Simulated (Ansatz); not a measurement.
From input file to script: C₄H₂Cl₂Si, SMILES C#C[Si](Cl)(Cl)C#C in Ansatz 0.2.0.

```yaml
crystal:
  periodic: [false, false, false]
  atoms:
    - { symbol: C, position_ang: [0.6425, -2.6589, 0.4366] }
    - { symbol: C, position_ang: [0.4134, -1.5278, -0.052] }
    - { symbol: Si, position_ang: [0.1102, 0.1696, -0.8087] }
    - { symbol: Cl, position_ang: [-1.0809, 0.0273, -2.3756] }
    - { symbol: Cl, position_ang: [1.8979, 0.8387, -1.6266] }
    - { symbol: C, position_ang: [-0.5048, 1.4448, 0.4224] }
    - { symbol: C, position_ang: [-0.894, 2.2434, 1.2093] }
    - { symbol: H, position_ang: [0.7906, -3.5643, 0.8382] }
    - { symbol: H, position_ang: [-1.2863, 2.9809, 1.9393] }
basis:
  gaussian:
    orbitals: def2-SVP
hamiltonian:
  xc: cam_b3lyp
```

Script `c4h2cl2si.py`:
```python
"""Single point of C4H2Cl2Si."""

import ansatz as az

molecule = (
    az.Crystal.molecule()
    .atom("C", (0.6425, -2.6589, 0.4366))
    .atom("C", (0.4134, -1.5278, -0.052))
    .atom("Si", (0.1102, 0.1696, -0.8087))
    .atom("Cl", (-1.0809, 0.0273, -2.3756))
    .atom("Cl", (1.8979, 0.8387, -1.6266))
    .atom("C", (-0.5048, 1.4448, 0.4224))
    .atom("C", (-0.894, 2.2434, 1.2093))
    .atom("H", (0.7906, -3.5643, 0.8382))
    .atom("H", (-1.2863, 2.9809, 1.9393))
)

setup = molecule.calculation()
setup = setup.basis(gaussian="def2-SVP").functional("CAM-B3LYP")
outcome = setup.run(threads=1)
rep = outcome.report

print(f"E = {rep['free_energy_ev']:.6f} eV = {rep['free_energy_ev'] / 27.211386246:.7f} Ha")
print("converged:", rep["converged"], " doubts:", rep["published_state_doubts"] or "none")
```

Output of `python c4h2cl2si.py`:
```text
E = -37087.167129 eV = -1362.9282534 Ha
converged: True  doubts: none
```

What to keep in mind:
- Total energies depend on the basis set; only differences at equal settings carry meaning.
- The geometry is a force-field or estimated start, not a minimum of this method, and the basis set is short of its limit.
- Wall time of the script: 6.5 s on 1 thread of Intel(R) Xeon(R) Platinum 8259CL CPU @ 2.50GHz (Skylake/Cascade Lake), with other jobs on the host, peak memory 0.38 GiB.

(A comment or docstring line of the script was reworded after the run, the code is as it ran; lines on the test bed's own set-up are left out of the output.)
